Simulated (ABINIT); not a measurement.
Input of an ABINIT 10.8.3 (patched build) run:

File run.abi:

```
# Pseudopotentials
pp_dirpath "./"
pseudos "72_Hf_12_2.3_3.0_pbe_n_v1.0.psp8, 05_B_3_1.5_1.7_pbe_n_v1.0.psp8"

# Structure
acell 3*1.0
rprim
     0.0000000000     4.5347561281     4.5347561281
     4.5347561281     0.0000000000     4.5347561281
     4.5347561281     4.5347561281     0.0000000000
ntypat 2
znucl 72 5
natom 2
typat 1 2
xred
     0.5000000000     0.5000000000     0.5000000000
     0.0000000000     0.0000000000     0.0000000000
chkprim 0
chksymtnons 0
tolsym 1.0e-6

# Plane-wave basis
ecut 30.0

# k points
kptopt 1
ngkpt 8 8 8
nshiftk 1
shiftk 0.0 0.0 0.0

# Exchange and correlation
ixc 11
vdw_xc 7

# Bands and occupations
nband 12
occopt 3
tsmear 0.05 eV

# SCF cycle
nstep 100
tolvrs 1.0e-10

# Output
iomode 3
prtwf 0
prtden 0
prteig 0
prtebands 0
enunit 2
```

Potentials or basis: SPMS NC PBE v1.0.

Launch:

```sh
$ abinit run.abi > log 2>&1
```

(1) Estimate the band gap on the k mesh.

(2) Estimate the pressure.

Answers

(1) none (metal or under the smearing width).

(2) -0.1 GPa.

Caveat: pairwise dispersion overbinds metals, which lowers pressure and volume.
